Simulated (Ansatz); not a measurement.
# Ga2O3: the cost of one run

Method: DFT r2SCAN, scalar-relativistic, plane waves, PAW, in Ansatz 0.2.0.

2 further runs of the same task are left out: 2 set aside as unsound or not needed.

**1. The starting structure**

Symmetry: R-3c, No. 167, trigonal system. The conventional cell has a = 4.985 Å, b = 4.985 Å, c = 13.442 Å, α = 90.00°, β = 90.00°, γ = 120.00°. Ga (site symmetry 3) is surrounded by 6 O at 1.93 to 2.07 Å. O (site symmetry 2) is surrounded by 4 Ga at 1.93 to 2.07 Å.

Coordinates:

```xyz
10
Lattice="2.4923 1.4389 4.4807 -2.4923 1.4389 4.4807 0.0000 -2.8779 4.4807" Properties=species:S:1:pos:R:3 pbc="T T T"
Ga    0.0000    0.0000    4.7773
Ga    0.0000    0.0000    1.9437
Ga    0.0000    0.0000    8.6647
Ga    0.0000    0.0000   11.4983
O    -0.9788    1.4389    7.8412
O    -0.7567   -1.5672    7.8412
O     1.7356    0.1282    7.8412
O     0.9788   -1.4389    5.6008
O     0.7567    1.5672    5.6008
O    -1.7356   -0.1282    5.6008
```

This cell was relaxed beforehand with the same method: volume 9.64 Å³/atom, gap on the mesh 3.55 eV.

**2. Band edges and mean potential of the bulk**

Contents of input.yaml:

```yaml
crystal:
  lattice:
    - [2.4923023364, 1.4389314248, 4.4806665808]
    - [-2.4923023364, 1.4389314248, 4.4806665808]
    - [0.0, -2.8778628496, 4.4806665808]
  atoms:
    - { symbol: Ga, position: [0.3554023456, 0.3554023456, 0.3554023456] }
    - { symbol: Ga, position: [0.1445976544, 0.1445976544, 0.1445976544] }
    - { symbol: Ga, position: [0.6445976544, 0.6445976544, 0.6445976544] }
    - { symbol: Ga, position: [0.8554023456, 0.8554023456, 0.8554023456] }
    - { symbol: O, position: [0.5536262455, 0.9463737545, 0.25] }
    - { symbol: O, position: [0.25, 0.5536262455, 0.9463737545] }
    - { symbol: O, position: [0.9463737545, 0.25, 0.5536262455] }
    - { symbol: O, position: [0.4463737545, 0.0536262455, 0.75] }
    - { symbol: O, position: [0.75, 0.4463737545, 0.0536262455] }
    - { symbol: O, position: [0.0536262455, 0.75, 0.4463737545] }
basis:
  ecutwfc: 500
kpoints:
  mp_grid: { grid: [6, 6, 6] }
  band_path: { path: [VBM, CBM], npoints: 2 }
hamiltonian:
  xc: r2scan
scf:
  occupations: { method: gaussian, width: 0.02 }
output:
  forces: true
  stress: true
  eigenvalues: true
```

On the command line:

```sh
$ ansatz run input.yaml --threads 4 --pin off --max-ram 10240MiB --backend cpu --events-out ev --progress --plain --runs-dir out
```

**Question.** How long does this run take on 4 threads of Intel Xeon Platinum 8375C at 2.90GHz (Ice Lake), shared host, and how much memory does it need?

About 15 s, with a peak of 0.83 GiB.
